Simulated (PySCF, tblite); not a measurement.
# C6H8Si2: dynamics, then NMR shifts on frames

How do NMR shifts of C6H8Si2 (`C#C[SiH2]C#C[SiH2]C=C`) change as the atoms move?

The runs use tblite 0.8.0 and PySCF 2.14.0, with density-fitted response routines of our own; the level of theory stands in each step. All values are computed, except where a source is named. Atoms count from 0, in the outputs and in this text.

## Step 1: The molecule as given

16 atoms, charge 0, multiplicity 1; geometry from: GFN2-xTB.

Bonds of the start (Å): C0–C1 1.20, C1–Si2 1.85, Si2–C3 1.85, C3–C4 1.21, C4–Si5 1.85, Si5–C6 1.88, C6–C7 1.32, C0–H8 1.05, Si2–H9 1.47, Si2–H10 1.47, Si5–H11 1.47, Si5–H12 1.47, C6–H13 1.08, C7–H14 1.08, C7–H15 1.08.

## Step 2: A short Langevin run with GFN2-xTB

Job settings and geometry (Å):

```
{"job": {"kind": "md", "xc": "GFN2-xTB", "basis": "xTB", "temperature": 400, "steps": 2000, "every": 50, "frames": 5}, "charge": 0, "multiplicity": 1}
C      4.353636     0.759203    -0.170940
C      3.567038     0.669680     0.733272
Si     2.360587     0.536629     2.131728
C      0.781234    -0.105688     1.410762
C     -0.251414    -0.531286     0.942963
Si    -1.810921    -1.201395     0.202617
C     -2.176157    -0.204804    -1.354261
C     -3.338740     0.362348    -1.631960
H      5.040934     0.835192    -0.964403
H      2.144290     1.870750     2.706812
H      2.868986    -0.423175     3.120742
H     -2.904100    -1.062320     1.172550
H     -1.580599    -2.611751    -0.146067
H     -1.369235    -0.100385    -2.070906
H     -3.515114     0.920263    -2.539942
H     -4.178027     0.295682    -0.957377
```

Method: GFN2-xTB Langevin dynamics, gas phase.

Started as:

```
> OMP_NUM_THREADS=1 python probes_run.py task.json out
```

The driver reads the jobs from task.json and runs them one after another.

The program printed:

```text
t/fs     T/K      E/eV
    0.0   325.3   -549.28334
   25.0   228.6   -548.89826
   50.0   299.1   -548.92298
   75.0   269.8   -548.73849
  100.0   275.1   -548.65830
  125.0   292.5   -548.88505
  150.0   256.9   -548.61689
  175.0   344.6   -548.54586
  200.0   398.2   -548.44534
  225.0   437.7   -548.30913
  250.0   548.0   -548.45845
  275.0   368.6   -548.32713
  300.0   372.6   -548.51411
  325.0   532.2   -548.65956
  350.0   593.6   -548.54302
  375.0   414.6   -548.37662
  400.0   460.4   -548.60152
  425.0   503.9   -548.52399
  450.0   342.9   -548.32002
  475.0   539.9   -548.47652
  500.0   483.7   -548.34870
  525.0   428.5   -548.44781
  550.0   402.1   -548.30474
  575.0   489.6   -548.55107
  600.0   502.2   -548.51943
  625.0   466.1   -548.58953
  650.0   417.0   -548.67357
  675.0   441.4   -548.43892
  700.0   476.8   -548.52647
  725.0   453.8   -548.45990
  750.0   386.0   -548.36667
  775.0   509.6   -548.53233
  800.0   432.5   -548.37530
  825.0   436.7   -548.61250
  850.0   294.7   -548.66502
  875.0   295.7   -548.68522
  900.0   449.6   -548.87084
  925.0   478.4   -548.71239
  950.0   358.9   -548.61715
  975.0   358.4   -548.56451
 1000.0   344.1   -548.62417
```

Wall time 17 s (1 thread of Arm Neoverse V1, shared host); peak memory 0.18 GiB.

Distance from the start (root mean square after alignment): 0 fs 0.00 Å, 200 fs 0.45 Å, 400 fs 0.67 Å, 600 fs 0.87 Å, 800 fs 1.02 Å, 1000 fs 1.45 Å.

Positions (Å) and forces (eV/Å) at 1000 fs:

```xyz
16

C     4.330    0.749    2.222   -0.541   -0.070    0.326
C     3.129    0.636    2.365    0.486    0.564    0.238
Si    1.340    0.920    2.881   -0.590    0.254   -2.706
C     0.236   -0.312    1.980    0.310    0.040    0.345
C    -0.583   -0.997    1.399   -0.080    0.358    0.024
Si   -1.994   -1.365    0.256    0.002   -0.843   -0.290
C    -2.831    0.298   -0.037   -0.515    0.631   -0.101
C    -3.399    1.105    0.871    0.292   -0.514    0.060
H     5.399    0.800    2.170   -0.677   -0.149   -0.186
H     0.623    2.201    2.257    0.922   -0.829    0.603
H     1.158    0.862    4.271   -0.019   -0.072    1.377
H    -3.030   -2.398    0.589    0.289    0.403    0.322
H    -1.440   -1.992   -0.987    0.011    0.429    0.227
H    -2.903    0.532   -1.127   -0.227    0.090    1.000
H    -4.001    1.970    0.623    0.223    0.036   -0.277
H    -3.333    0.979    1.971    0.115   -0.330   -0.962
```

## Step 3: Shielding tensors: 250 fs, PBE0/pcSseg-1

Job settings and geometry (Å):

```
{"job": {"kind": "nmr", "xc": "PBE0", "basis": "pcSseg-1", "pop": false}, "charge": 0, "multiplicity": 1}
C      3.687200     1.137500     0.324400
C      3.187600     0.602100     1.285700
Si     1.899500     0.174200     2.565800
C      0.267500    -0.067700     1.674600
C     -0.504700    -0.851200     1.108500
Si    -2.052800    -1.373600     0.091100
C     -2.641900    -0.113400    -1.176500
C     -3.736800    -0.316900    -1.850700
H      4.430700     1.449800    -0.265300
H      1.612000     1.207200     3.594900
H      2.405700    -0.972100     3.245400
H     -3.192400    -1.434700     1.081100
H     -1.620200    -2.573000    -0.680600
H     -2.124500     0.879200    -1.038700
H     -4.268100     0.424200    -2.446200
H     -4.344600    -1.266000    -1.850000
```

With the program's defaults for keys left out, this is: GIAO PBE0/pcSseg-1 NMR shielding, non-relativistic, gas phase.

The program printed:

```text
coarse grid: 14728 points
cycle   1  E = -811.5557819538  dE =  6.228e-01  |g| = 5.059e-01  |ddm| = 3.762e+00
cycle   2  E = -811.5515542617  dE =  4.228e-03  |g| = 5.107e-01  |ddm| = 1.137e+00
cycle   3  E = -811.6215665012  dE = -7.001e-02  |g| = 6.161e-02  |ddm| = 6.358e-01
cycle   4  E = -811.6215060230  dE =  6.048e-05  |g| = 6.433e-02  |ddm| = 9.101e-02
cycle   5  E = -811.6225535982  dE = -1.048e-03  |g| = 1.164e-02  |ddm| = 4.891e-02
cycle   6  E = -811.6225849399  dE = -3.134e-05  |g| = 4.514e-03  |ddm| = 1.245e-02
cycle   7  E = -811.6225901038  dE = -5.164e-06  |g| = 9.535e-04  |ddm| = 3.783e-03
final grid: 134080 points
cycle   8  E = -811.6730226654  dE = -2.024e-05  |g| = 5.618e-03  |ddm| = 1.978e-02
cycle   9  E = -811.6730205931  dE =  2.072e-06  |g| = 6.275e-03  |ddm| = 1.116e-02
cycle  10  E = -811.6730310820  dE = -1.049e-05  |g| = 1.199e-03  |ddm| = 5.956e-03
cycle  11  E = -811.6730313809  dE = -2.989e-07  |g| = 4.906e-04  |ddm| = 1.107e-03
cycle  12  E = -811.6730314397  dE = -5.881e-08  |g| = 1.281e-04  |ddm| = 3.963e-04
cycle  13  E = -811.6730314435  dE = -3.792e-09  |g| = 4.703e-05  |ddm| = 1.242e-04
cycle  14  E = -811.6730314440  dE = -4.407e-10  |g| = 2.169e-05  |ddm| = 4.780e-05
converged SCF energy = -811.6730314440

GIAO shielding tensors (ppm)
atom      isotropic    diamagn.    paramagn.     s11        s22        s33       span
  0 C       78.116     251.088    -172.973    -16.076     -2.063    252.486    268.563
  1 C       91.908     275.879    -183.971    -15.886      6.326    285.284    301.170
  2 Si     435.657     880.129    -444.472    404.339    425.198    477.434     73.095
  3 C       66.203     268.725    -202.522    -40.585    -26.923    266.117    306.702
  4 C       53.489     273.192    -219.703    -63.085    -35.535    259.086    322.172
  5 Si     414.844     881.777    -466.933    369.415    418.776    456.342     86.927
  6 C       52.463     264.072    -211.608    -50.680     39.179    168.891    219.571
  7 C       48.578     249.036    -200.458    -66.241     43.782    168.194    234.435
  8 H       31.111      31.136      -0.025     25.635     26.214     41.485     15.850
  9 H       26.907      26.963      -0.056     23.581     25.305     31.836      8.256
 10 H       27.463      27.764      -0.302     24.166     25.926     32.297      8.131
 11 H       26.198      28.208      -2.009     22.159     25.943     30.494      8.335
 12 H       26.569      29.700      -3.131     22.918     26.033     30.755      7.837
 13 H       24.333      34.429     -10.096     22.452     23.515     27.031      4.579
 14 H       25.190      27.972      -2.782     23.054     24.246     28.269      5.215
 15 H       24.966      27.105      -2.139     22.772     24.023     28.102      5.330
```

Run time: 24 s. Hardware: 1 thread of Arm Neoverse V1, shared host; peak memory 0.92 GiB.

Shifts follow as δ = σ(reference) − σ, with reference shieldings (ppm) from runs at the same level and on the same kind of geometry: ¹H TMS 31.72, ¹³C TMS 186.9, ²⁹Si TMS 349.2. The references are single molecules in the gas phase. Each atom is listed at this fixed geometry, with no averaging over motion; a spectrum would average atoms that exchange fast.

| atoms | environment | σ (ppm) | δ (ppm) |
| --- | --- | --- | --- |
| C7 | terminal =CH2 carbon | 48.6 | 138.3 |
| C6 | alkene CH | 52.5 | 134.5 |
| C4 | alkyne carbon | 53.5 | 133.4 |
| C3 | alkyne carbon | 66.2 | 120.7 |
| C0 | terminal alkyne carbon | 78.1 | 108.8 |
| C1 | alkyne carbon | 91.9 | 95.0 |
| H13 | hydrogen on an alkene CH | 24.33 | 7.38 |
| H15 | hydrogen on a terminal =CH2 carbon | 24.97 | 6.75 |
| H14 | hydrogen on a terminal =CH2 carbon | 25.19 | 6.53 |
| H11 | hydrogen on a silicon bonded to 2 C | 26.20 | 5.52 |
| H12 | hydrogen on a silicon bonded to 2 C | 26.57 | 5.15 |
| H9 | hydrogen on a silicon bonded to 2 C | 26.91 | 4.81 |
| H10 | hydrogen on a silicon bonded to 2 C | 27.46 | 4.25 |
| H8 | hydrogen on a terminal alkyne carbon | 31.11 | 0.61 |
| Si5 | silicon bonded to 2 C, 2 H | 414.8 | -65.7 |
| Si2 | silicon bonded to 2 C, 2 H | 435.7 | -86.5 |

## Step 4: Nuclear shieldings: 425 fs, PBE0/pcSseg-1

Job settings and geometry (Å):

```
{"job": {"kind": "nmr", "xc": "PBE0", "basis": "pcSseg-1", "pop": false}, "charge": 0, "multiplicity": 1}
C      3.534900     1.126400     0.871400
C      2.632500     0.646900     1.573100
Si     1.367000     0.298300     2.857900
C     -0.095600    -0.442300     1.877400
C     -1.044800    -0.934800     1.257100
Si    -2.554800    -1.762700     0.493200
C     -3.237600    -0.374900    -0.837200
C     -4.126900    -0.513800    -1.741800
H      4.249600     1.412900     0.079200
H      0.655200     1.345300     3.635100
H      1.977200    -0.739000     3.759900
H     -3.278700    -1.970300     1.720100
H     -2.171300    -2.981400    -0.186300
H     -2.766000     0.624300    -0.702200
H     -4.378300     0.290200    -2.392800
H     -4.592400    -1.419700    -2.081800
```

With the program's defaults for keys left out, this is: GIAO PBE0/pcSseg-1 NMR shielding, non-relativistic, gas phase.

The program printed:

```text
coarse grid: 14728 points
cycle   1  E = -811.5534245114  dE =  5.436e-01  |g| = 5.319e-01  |ddm| = 3.816e+00
cycle   2  E = -811.5346008575  dE =  1.882e-02  |g| = 5.851e-01  |ddm| = 1.213e+00
cycle   3  E = -811.6252687342  dE = -9.067e-02  |g| = 1.336e-01  |ddm| = 6.545e-01
cycle   4  E = -811.6288624029  dE = -3.594e-03  |g| = 6.306e-02  |ddm| = 1.258e-01
cycle   5  E = -811.6298610508  dE = -9.986e-04  |g| = 1.541e-02  |ddm| = 5.176e-02
cycle   6  E = -811.6299049776  dE = -4.393e-05  |g| = 8.286e-03  |ddm| = 1.592e-02
cycle   7  E = -811.6299225245  dE = -1.755e-05  |g| = 1.394e-03  |ddm| = 6.709e-03
cycle   8  E = -811.6299230673  dE = -5.428e-07  |g| = 2.004e-04  |ddm| = 1.595e-03
final grid: 134080 points
cycle   9  E = -811.6803513765  dE = -2.102e-05  |g| = 5.511e-03  |ddm| = 2.506e-02
cycle  10  E = -811.6803502509  dE =  1.126e-06  |g| = 5.829e-03  |ddm| = 1.114e-02
cycle  11  E = -811.6803597453  dE = -9.494e-06  |g| = 7.707e-04  |ddm| = 5.883e-03
cycle  12  E = -811.6803598095  dE = -6.422e-08  |g| = 5.755e-04  |ddm| = 9.023e-04
cycle  13  E = -811.6803598939  dE = -8.437e-08  |g| = 7.683e-05  |ddm| = 4.148e-04
cycle  14  E = -811.6803598951  dE = -1.268e-09  |g| = 3.441e-05  |ddm| = 9.176e-05
cycle  15  E = -811.6803598954  dE = -2.597e-10  |g| = 1.316e-05  |ddm| = 3.259e-05
converged SCF energy = -811.6803598954

GIAO shielding tensors (ppm)
atom      isotropic    diamagn.    paramagn.     s11        s22        s33       span
  0 C       73.379     271.065    -197.686    -17.996     -5.856    243.989    261.985
  1 C       99.301     256.573    -157.272     -1.287      9.725    289.466    290.754
  2 Si     439.346     880.055    -440.709    412.365    424.273    481.400     69.035
  3 C       68.354     269.899    -201.545    -29.790    -23.422    258.274    288.065
  4 C       67.376     266.316    -198.939    -36.899    -22.097    261.125    298.025
  5 Si     421.129     881.901    -460.772    396.080    403.470    463.838     67.759
  6 C       48.214     261.937    -213.723    -53.773     51.452    146.963    200.736
  7 C       55.541     251.470    -195.929    -57.690     55.610    168.704    226.394
  8 H       27.799      33.310      -5.510     23.151     23.256     36.992     13.841
  9 H       26.243      26.824      -0.581     22.753     25.065     30.911      8.158
 10 H       26.414      25.469       0.945     23.149     24.914     31.179      8.030
 11 H       26.992      27.760      -0.767     23.133     26.211     31.633      8.499
 12 H       27.218      30.327      -3.109     23.848     25.896     31.912      8.064
 13 H       24.954      35.823     -10.869     23.204     23.563     28.096      4.892
 14 H       25.944      30.280      -4.336     23.369     24.819     29.646      6.277
 15 H       26.075      28.336      -2.261     23.748     25.336     29.141      5.392
```

Run time: 24 s. Hardware: 1 thread of Arm Neoverse V1, shared host; peak memory 0.94 GiB.

This run: δ C6 138.7, C7 131.4, C4 119.5, C3 118.6, H13 6.76, H14 5.77 ppm.

(Part 1 of 2 ends here.)
